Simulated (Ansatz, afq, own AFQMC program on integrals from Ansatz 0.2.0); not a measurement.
# ZrB (sextet): AFQMC on the coupled-cluster ladder at distance Zr1–B2 = 2.936 Å, def2-TZVP

Aim: compute ZrB (sextet) with auxiliary-field quantum Monte Carlo on the same integrals as coupled cluster, and set the energies side by side.

Method: def2-TZVP, frozen cores; program: Ansatz 0.2.0, Gaussian basis, and an in-house AFQMC program (afq) on its integrals; all values are calculated.

To be run: PBE (unrestricted); CCSD(T) on UHF; r2SCAN (unrestricted); PBE0 (unrestricted); CCSDT(Q) on UHF; B3LYP (unrestricted); wB97M-V (unrestricted); B2PLYP (unrestricted); Phaseless AFQMC, CISD trial on UHF.

6 further runs of the same task are left out: 6 that didn't finish.

**1. What is computed**

The geometry derives from a PBE0/def2-TZVP stationary point (not a proven minimum). One bond is set to the value named and the two fragments are kept rigid. No spin-orbit coupling is included. Elements past krypton take def2 core potentials.

2 atoms, charge 0, spin multiplicity 6.

Atoms are counted from 1 here; the program's logs count them from 0.

Bond lengths: Zr1–B2 2.936 Å.

As a file:

```xyz
2

Zr    0.0000    0.0000    0.0000
B     0.0000    0.0000    2.9360
```

**2. PBE (unrestricted)**

The input, in.yaml:

```yaml
crystal:
  periodic: [false, false, false]
  atoms:
    - {symbol: Zr, position_ang: [0.000000, 0.000000, 0.000000]}
    - {symbol: B, position_ang: [0.000000, 0.000000, 2.936000]}
basis:
  gaussian: {orbitals: def2-TZVP}
magnetization: {spin_polarized: true, initial_magnetization: 5}
hamiltonian: {xc: {name: PBE}}
output: {orbitals: {seedname: orbitals}}
```

Launch:

```sh
ansatz run in.yaml --threads 1 --pin off --events-out ev --progress --plain --max-ram 8192MiB --backend cpu
```

The log of the run:

```text
Functional definition: PBE
  name "PBE"
  cite "Perdew, Burke & Ernzerhof, Phys. Rev. Lett. 77, 3865 (1996) doi:10.1103/PhysRevLett.77.3865"
  parent pbe
  parameter kappa = 0.804
  parameter beta = 0.06672455060314922
  exchange = pbe_x(kappa = kappa, mu = beta*pi^2/3)
  correlation = pbe_c(beta = beta)
490 factors; their error is unknown
mean field evaluation 1: about -1944.9914 eV, gradient 1.7e1 eV
mean field evaluation 2: about -1893.0144 eV, gradient 6.1e1 eV
mean field evaluation 4: about -1946.2771 eV, gradient 1.3e1 eV
mean field evaluation 8: about -1947.9618 eV, gradient 4.9e-1 eV
mean field evaluation 16: about -1947.9620 eV, gradient 1.1e-4 eV
mean field evaluation 32: about -1947.0404 eV, gradient 3.7e-2 eV
mean field evaluation 64: about -1947.9620 eV, gradient 2.4e-6 eV
mean field evaluation 96: about -1947.0851 eV, gradient 1.0e0 eV
mean field evaluation 128: about -1944.5096 eV, gradient 9.1e0 eV
mean field evaluation 160: about -1946.9123 eV, gradient 1.7e0 eV
mean field -1947.96196676 eV, -71.5862819024 hartree, gradient 1.7e-6 eV, S^2 8.752902; 14 other end points of the search recorded, 0 dependent functions left out
reference -1947.96200840 eV, -71.5862834328 hartree; 11, 6 occupied and 60, 65 virtual orbitals, 490 factors
Total energy: -1947.96200840 eV, -71.5862834328 hartree
```

Run time: 16 s. Hardware: 1 thread of AMD EPYC 7R13 (Zen 3), shared host; peak memory 1.7 GiB.

From the report: ⟨S²⟩ of the determinant 8.753 (pure sextet: 8.75).

**3. CCSD(T) on UHF**

Edit in.yaml of step 2 so:

```diff
@@ -8,3 +8,2 @@
 magnetization: {spin_polarized: true, initial_magnetization: 5}
-hamiltonian: {xc: {name: PBE}}
-output: {orbitals: {seedname: orbitals}}
+correlation: {method: ccsd_t, electrons: outside_noble_gas, hamiltonian_folder: ham}
```

Launch:

```sh
ansatz run in.yaml --threads 1 --pin off --events-out ev --progress --plain --max-ram 24576MiB --backend cuda --devices 0, --max-vram 18GiB
```

The log of the run, cut to the lines that bear on the results:

```text
Functional definition: HF
  name "HF"
  cite "Fock, Z. Phys. 61, 126 (1930) doi:10.1007/BF01340294"
  parent pbe
[...]
556 factors; integrals over basis functions are off by at most 1.1e-3 eV
[...]
mean field -1932.25853860 eV, -71.0091915615 hartree, gradient 2.7e-6 eV, S^2 8.769896; 36 other end points of the search recorded, 0 dependent functions left out
determinant -1932.25853860 eV, -71.0091915615 hartree, with singles and doubles -1935.22988231 eV, -71.1183864289 hartree
determinant -1932.16793111 eV, -71.0058617978 hartree, with singles and doubles -1935.23012528 eV, -71.1183953580 hartree
determinant -1932.02386830 eV, -71.0005675871 hartree, with singles and doubles -1934.83197027 eV, -71.1037634312 hartree
determinant -1931.94447276 eV, -70.9976498551 hartree, with singles and doubles -1934.82615847 eV, -71.1035498517 hartree
[...]
determinant -1931.94447276 eV, -70.9976498551 hartree, with singles and doubles -1934.80416293 eV, -71.1027415303 hartree
determinant -1931.87499774 eV, -70.9950966951 hartree, with singles and doubles -1935.18425602 eV, -71.1167096938 hartree
determinant -1931.78035385 eV, -70.9916185961 hartree, with singles and doubles -1934.82858672 eV, -71.1036390881 hartree
determinant -1931.06732808 eV, -70.9654153824 hartree, with singles and doubles -1935.11688856 eV, -71.1142339853 hartree
[...]
5 core orbitals not correlated: weight in the atoms' cores, before any rotation towards them, 0.999 or more for the frozen orbitals, at most 0.000 for the correlated occupied ones
reference -1932.16793111 eV, -71.0058617978 hartree; 6, 1 occupied and 60, 65 virtual orbitals, 556 factors
second order -2.19438812 eV of doubles, -0.00000000 eV of singles
cycle   1  -3.04223986 eV  change    3.5e-7 eV  update   7.1e-6
perturbative correction -0.20510343 eV, -0.0075374119 hartree
Total energy: -1935.41527440 eV, -71.1251994626 hartree
```

It took 36 s on 1 × NVIDIA H100 80GB HBM3 with 1 thread of AMD EPYC 7R13 (Zen 3), shared host; peak host memory 1.7 GiB.

From the report: ⟨S²⟩ of the determinant 8.771 (pure sextet: 8.75); correlation -3.2473 eV; T1 0.082; largest double amplitude 0.11.

This run also writes the integrals to the folder ham.

**4. r2SCAN (unrestricted)**

Edit in.yaml of step 3 so:

```diff
@@ -8,2 +8,2 @@
 magnetization: {spin_polarized: true, initial_magnetization: 5}
-correlation: {method: ccsd_t, electrons: outside_noble_gas, hamiltonian_folder: ham}
+hamiltonian: {xc: {name: r2SCAN}}
```

Launch:

```sh
ansatz run in.yaml --threads 1 --pin off --events-out ev --progress --plain --max-ram 8192MiB --backend cpu
```

The log of the run, cut to the lines that bear on the results:

```text
Functional definition: r2SCAN
  name "r2SCAN"
  cite "Furness, Kaplan, Ning, Perdew & Sun, J. Phys. Chem. Lett. 11, 8208 (2020) doi:10.1021/acs.jpclett.0c02405"
  cite "Furness, Kaplan, Ning, Perdew & Sun, J. Phys. Chem. Lett. 11, 9248 (2020) doi:10.1021/acs.jpclett.0c03077"
  parent r2scan
[...]
490 factors; their error is unknown
[...]
mean field -1948.93425578 eV, -71.6220128647 hartree, gradient 7.5e-6 eV, S^2 8.757012; 7 other end points of the search recorded, 0 dependent functions left out
reference -1948.93427661 eV, -71.6220136301 hartree; 11, 6 occupied and 60, 65 virtual orbitals, 490 factors
Total energy: -1948.93427661 eV, -71.6220136301 hartree
```

It took 25 s on 1 thread of AMD EPYC 7R13 (Zen 3), shared host; peak memory 1.7 GiB.

From the report: ⟨S²⟩ of the determinant 8.757 (pure sextet: 8.75).

**5. PBE0 (unrestricted)**

Edit in.yaml of step 4 so:

```diff
@@ -8,2 +8,3 @@
 magnetization: {spin_polarized: true, initial_magnetization: 5}
-hamiltonian: {xc: {name: r2SCAN}}
+hamiltonian: {xc: {name: PBE0}}
+output: {orbitals: {seedname: orbitals}}
```

Launched as before.

The log of the run, cut to the lines that bear on the results:

```text
Functional definition: PBE0
  name "PBE0"
  cite "Adamo & Barone, J. Chem. Phys. 110, 6158 (1999) doi:10.1063/1.478522"
  cite "Perdew, Burke & Ernzerhof, Phys. Rev. Lett. 77, 3865 (1996) doi:10.1103/PhysRevLett.77.3865"
  parent pbe
[...]
568 factors; their error is unknown
[...]
mean field -1947.19222482 eV, -71.5579944077 hartree, gradient 2.8e-6 eV, S^2 8.755856; 10 other end points of the search recorded, 0 dependent functions left out
reference -1947.19225573 eV, -71.5579955437 hartree; 11, 6 occupied and 60, 65 virtual orbitals, 568 factors
Total energy: -1947.19225573 eV, -71.5579955437 hartree
```

It took 21 s on 1 thread of AMD EPYC 7R13 (Zen 3), shared host; peak memory 1.7 GiB.

From the report: ⟨S²⟩ of the determinant 8.756 (pure sextet: 8.75).

**6. CCSDT(Q) on UHF**

Edit in.yaml of step 5 so:

```diff
@@ -8,3 +8,2 @@
 magnetization: {spin_polarized: true, initial_magnetization: 5}
-hamiltonian: {xc: {name: PBE0}}
-output: {orbitals: {seedname: orbitals}}
+correlation: {method: ccsdt_q, electrons: outside_noble_gas}
```

Launch:

```sh
ansatz run in.yaml --threads 1 --pin off --events-out ev --progress --plain --max-ram 24576MiB --backend cuda --devices 0, --max-vram 18GiB
```

The log of the run, cut to the lines that bear on the results:

```text
Functional definition: HF
  name "HF"
  cite "Fock, Z. Phys. 61, 126 (1930) doi:10.1007/BF01340294"
  parent pbe
[...]
987 factors; integrals over basis functions are off by at most 1.8e-7 eV
[...]
mean field -1932.25854952 eV, -71.0091919630 hartree, gradient 2.7e-6 eV, S^2 8.769896; 37 other end points of the search recorded, 0 dependent functions left out
determinant -1932.25854952 eV, -71.0091919630 hartree, with singles and doubles -1935.22985874 eV, -71.1183855629 hartree
determinant -1932.16794213 eV, -71.0058622028 hartree, with singles and doubles -1935.23062082 eV, -71.1184135687 hartree
determinant -1932.02387905 eV, -71.0005679823 hartree, with singles and doubles -1934.83486493 eV, -71.1038698079 hartree
determinant -1931.94448361 eV, -70.9976502536 hartree, with singles and doubles -1934.82932732 eV, -71.1036663048 hartree
[...]
determinant -1931.94448361 eV, -70.9976502536 hartree, with singles and doubles -1934.80416320 eV, -71.1027415401 hartree
determinant -1931.87500838 eV, -70.9950970859 hartree, with singles and doubles -1935.18425738 eV, -71.1167097436 hartree
determinant -1931.78036645 eV, -70.9916190594 hartree, with singles and doubles -1934.82859344 eV, -71.1036393349 hartree
determinant -1931.06734478 eV, -70.9654159963 hartree, with singles and doubles -1935.11689091 eV, -71.1142340717 hartree
5 core orbitals not correlated: weight in the atoms' cores, before any rotation towards them, 0.999 or more for the frozen orbitals, at most 0.000 for the correlated occupied ones
reference -1932.16794213 eV, -71.0058622028 hartree; 6, 1 occupied and 60, 65 virtual orbitals, 987 factors
second order -2.19438470 eV of doubles, -0.00000000 eV of singles
cycle   1  -2.62639952 eV  change   -4.3e-1 eV  update   8.9e-2
[...]
cycle  52  -3.38169897 eV  change   -2.2e-7 eV  update   1.8e-7
perturbative correction -0.05044481 eV, -0.0018538127 hartree
Total energy: -1935.60008591 eV, -71.1319911605 hartree
```

It took 36 s on 1 × NVIDIA H100 80GB HBM3 with 1 thread of AMD EPYC 7R13 (Zen 3), shared host; peak host memory 1.7 GiB.

From the report: ⟨S²⟩ of the determinant 8.771 (pure sextet: 8.75); correlation -3.4321 eV; T1 0.136; largest double amplitude 0.26.

**7. B3LYP (unrestricted)**

Edit in.yaml of step 6 so:

```diff
@@ -8,2 +8,2 @@
 magnetization: {spin_polarized: true, initial_magnetization: 5}
-correlation: {method: ccsdt_q, electrons: outside_noble_gas}
+hamiltonian: {xc: {name: B3LYP}}
```

Launch:

```sh
ansatz run in.yaml --threads 1 --pin off --events-out ev --progress --plain --max-ram 8192MiB --backend cpu
```

The log of the run, cut to the lines that bear on the results:

```text
Functional definition: B3LYP
  name "B3LYP"
  cite "Stephens, Devlin, Chabalowski & Frisch, J. Phys. Chem. 98, 11623 (1994) doi:10.1021/j100096a001"
  cite "Becke, Phys. Rev. A 38, 3098 (1988) doi:10.1103/PhysRevA.38.3098"
  cite "Lee, Yang & Parr, Phys. Rev. B 37, 785 (1988) doi:10.1103/PhysRevB.37.785"
  cite "Vosko, Wilk & Nusair, Can. J. Phys. 58, 1200 (1980) doi:10.1139/p80-159"
[...]
524 factors; their error is unknown
[...]
mean field -1948.98238744 eV, -71.6237816707 hartree, gradient 7.7e-6 eV, S^2 8.753696; 5 other end points of the search recorded, 0 dependent functions left out
reference -1948.98258100 eV, -71.6237887841 hartree; 11, 6 occupied and 60, 65 virtual orbitals, 524 factors
Total energy: -1948.98258100 eV, -71.6237887841 hartree
```

It took 15 s on 1 thread of AMD EPYC 7R13 (Zen 3), shared host; peak memory 1.7 GiB.

From the report: ⟨S²⟩ of the determinant 8.754 (pure sextet: 8.75).

**8. wB97M-V (unrestricted)**

Edit in.yaml of step 7 so:

```diff
@@ -8,2 +8,3 @@
 magnetization: {spin_polarized: true, initial_magnetization: 5}
-hamiltonian: {xc: {name: B3LYP}}
+hamiltonian: {xc: {name: wB97M-V}}
+output: {orbitals: {seedname: orbitals}}
```

Same command.

The log of the run, cut to the lines that bear on the results:

```text
Functional definition: wB97M-V
  name "wB97M-V"
  cite "Mardirossian & Head-Gordon, J. Chem. Phys. 144, 214110 (2016) doi:10.1063/1.4952647"
  cite "Becke, J. Chem. Phys. 107, 8554 (1997) doi:10.1063/1.475007"
  cite "Vydrov & Van Voorhis, J. Chem. Phys. 133, 244103 (2010) doi:10.1063/1.3521275"
  # Of w^i u^j: cxij and so on, Table III.
[...]
  gx(w, u) = 1 - cx + cx01*u + cx10*w
  gss(w, u) = css00 + css04*u^4 + css10*w + css20*w^2 + css43*w^4*u^3
  gos(w, u) = cos00 + cos10*w + (cos20 + cos21*u)*w^2 + (cos60 + cos61*u)*w^6
[...]
      + integral(e_c_pw_mod_opposite_spin*gos(b97_w_opposite, b97_u_opposite)) + vv10(b, c)
521 factors; their error is unknown
142 factors; integrals over basis functions are off by at most 6.2e-5 eV
[...]
mean field -1945.50996364 eV, -71.4961724499 hartree, gradient 4.4e-6 eV, S^2 8.754703; 5 other end points of the search recorded, 0 dependent functions left out
reference -1945.51000084 eV, -71.4961738168 hartree; 11, 6 occupied and 60, 65 virtual orbitals, 521 factors
Total energy: -1945.51000084 eV, -71.4961738168 hartree
```

Wall time 46 s (1 thread of AMD EPYC 7R13 (Zen 3), shared host); peak memory 1.7 GiB.

From the report: ⟨S²⟩ of the determinant 8.755 (pure sextet: 8.75).

**9. B2PLYP (unrestricted)**

Edit in.yaml of step 8 so:

```diff
@@ -8,3 +8,3 @@
 magnetization: {spin_polarized: true, initial_magnetization: 5}
-hamiltonian: {xc: {name: wB97M-V}}
-output: {orbitals: {seedname: orbitals}}
+hamiltonian: {xc: {name: B2PLYP}}
+correlation: {electrons: outside_noble_gas}
```

Same command.

The log of the run, cut to the lines that bear on the results:

```text
Functional definition: B2PLYP
  name "B2PLYP"
  cite "Grimme, J. Chem. Phys. 124, 034108 (2006) doi:10.1063/1.2148954"
  cite "Becke, Phys. Rev. A 38, 3098 (1988) doi:10.1103/PhysRevA.38.3098"
  cite "Lee, Yang & Parr, Phys. Rev. B 37, 785 (1988) doi:10.1103/PhysRevB.37.785"
[...]
556 factors; integrals over basis functions are off by at most 1.1e-3 eV
[...]
mean field -1942.26658722 eV, -71.3769805649 hartree, gradient 3.5e-8 eV, S^2 8.760313; 10 other end points of the search recorded, 0 dependent functions left out
5 core orbitals not correlated: weight in the atoms' cores, before any rotation towards them, 1.000 or more for the frozen orbitals, at most 0.000 for the correlated occupied ones
reference -1942.26670567 eV, -71.3769849178 hartree; 6, 1 occupied and 60, 65 virtual orbitals, 556 factors
second order -3.22536516 eV of doubles, -0.00000000 eV of singles
Total energy: -1943.13755427 eV, -71.4089880133 hartree
```

It took 36 s on 1 thread of AMD EPYC 7R13 (Zen 3), shared host; peak memory 1.7 GiB.

From the report: ⟨S²⟩ of the determinant 8.760 (pure sextet: 8.75).

**10. Phaseless AFQMC, CISD trial on UHF**

It reads the integrals that the CCSD(T) run on this determinant wrote.

Launch:

```sh
afq ham --method phaseless --trial cisd --walkers 4000 --populations 20 --least-time 60 --time-step 0.005 --steps-per-block 50 --equilibration-blocks 40 --max-blocks 4000 --target-error 0.00032 --factor-cut 1e-05 --start spin_pure --seed 3662 --release-times 0.24,0.5,1,1.5 --release-step 0.02 --release-every 3 --taylor-order 6
```

The log of the run:

```text
orbitals 66  electrons 6 1  factors 478 of 556
reference energy -71.00586180 Eh
CCSD correlation -0.11180023 Eh in 25 cycles, weight of the determinant in the CISD state 0.7805
energy of the start -71.117489 Eh
 block  time / (1/Eh)  mean weight  energy / Eh
     1     0.250  1.0000  -71.117217
     2     0.500  0.9998  -71.117727
     3     0.750  1.0000  -71.118398
     4     1.000  1.0000  -71.119096
     5     1.250  1.0000  -71.119867
     6     1.500  0.9999  -71.120499
     7     1.750  0.9999  -71.121079
     8     2.000  0.9999  -71.121453
     9     2.250  0.9999  -71.121929
    10     2.500  1.0000  -71.122088
    11     2.750  0.9998  -71.122690
    13     3.250  1.0001  -71.123182
    15     3.750  1.0002  -71.123392
    17     4.250  1.0000  -71.123682
    19     4.750  0.9999  -71.123867
    21     5.250  0.9999  -71.123972
    23     5.750  1.0000  -71.124084
    25     6.250  1.0001  -71.123813
    27     6.750  1.0001  -71.124234
    29     7.250  1.0002  -71.124403
    31     7.750  1.0001  -71.123723
    33     8.250  1.0002  -71.124399
    35     8.750  1.0001  -71.124394
    37     9.250  1.0002  -71.124678
    39     9.750  0.9996  -71.124590
    41    10.250  1.0002  -71.124201
    43    10.750  1.0000  -71.123958
    45    11.250  1.0001  -71.123833
    47    11.750  1.0002  -71.124592
    49    12.250  1.0001  -71.124828
    51    12.750  1.0000  -71.124413
    53    13.250  0.9995  -71.124996
    55    13.750  0.9996  -71.125273
    57    14.250  1.0000  -71.124997
    59    14.750  1.0000  -71.124369
    61    15.250  1.0000  -71.124237
    63    15.750  1.0001  -71.124442
    65    16.250  1.0003  -71.124217
    67    16.750  1.0000  -71.123875
    69    17.250  0.9995  -71.124161
    71    17.750  0.9993  -71.123811
    73    18.250  0.9996  -71.124631
    75    18.750  0.9998  -71.124135
    77    19.250  0.9999  -71.123994
    79    19.750  1.0001  -71.124563
    81    20.250  0.9998  -71.124268
    83    20.750  1.0002  -71.125381
    85    21.250  1.0002  -71.125914
    87    21.750  1.0002  -71.125171
    89    22.250  1.0005  -71.124826
error from the spread of 20 populations
released: time / (1/Eh)  energy / Eh  error  mean overlap
  0.24  -71.127970  0.003213  1.0035
  0.50  -71.125789  0.000227  1.0026
  1.00  -71.126080  0.000171  1.0080
  1.50  -71.127434  0.000911  1.0098
energy -71.124667 +/- 0.000222 Eh
```

It took 2.1 min on 1 × NVIDIA H100 80GB HBM3 with 2 threads of AMD EPYC 7R13 (Zen 3), shared host; peak host memory 1.7 GiB.

Energy -1935.4008 ± 0.0060 eV. Caveats: constraint bias not in the error.

**11. AFQMC on the ladder**

On the UHF determinant, counted from CCSDT(Q) (a yardstick, not exact):

| level | energy (eV) | from CCSDT(Q) (meV) | statistical error (meV) | time |
| --- | --- | --- | --- | --- |
| HF | -1932.1679 | +3432.2 |  |  |
| MP2 | -1934.3623 | +1237.8 |  |  |
| CCSD | -1935.2102 | +389.9 |  |  |
| CCSD(T) | -1935.4153 | +184.8 |  |  |
| CCSDT(Q) | -1935.6001 | 0.0 |  |  |
| Phaseless AFQMC, CISD trial, step 0.005, 4000 walkers | -1935.4008 | +199.3 | 6.0 | 2.1 min |

The functionals' totals stand on their own zeros and serve differences with other points: PBE -1947.962 eV; r2SCAN -1948.934 eV; PBE0 -1947.192 eV; B3LYP -1948.983 eV; wB97M-V -1945.510 eV; B2PLYP -1943.138 eV.

**12. What came out**

```
                                        quantity             value
                    CCSD(T) on UHF from CCSDT(Q)        +184.8 meV
Phaseless AFQMC, CISD trial on UHF from CCSDT(Q)  +199.3 ± 6.0 meV
```

On UHF the phaseless walk with the CISD trial lies +199.3 meV from CCSDT(Q), 33 times its error bar. Error bars are statistical and leave out the constraint, the time step and what remains of the start. Zr carries a core potential, and spin-orbit coupling is left out.
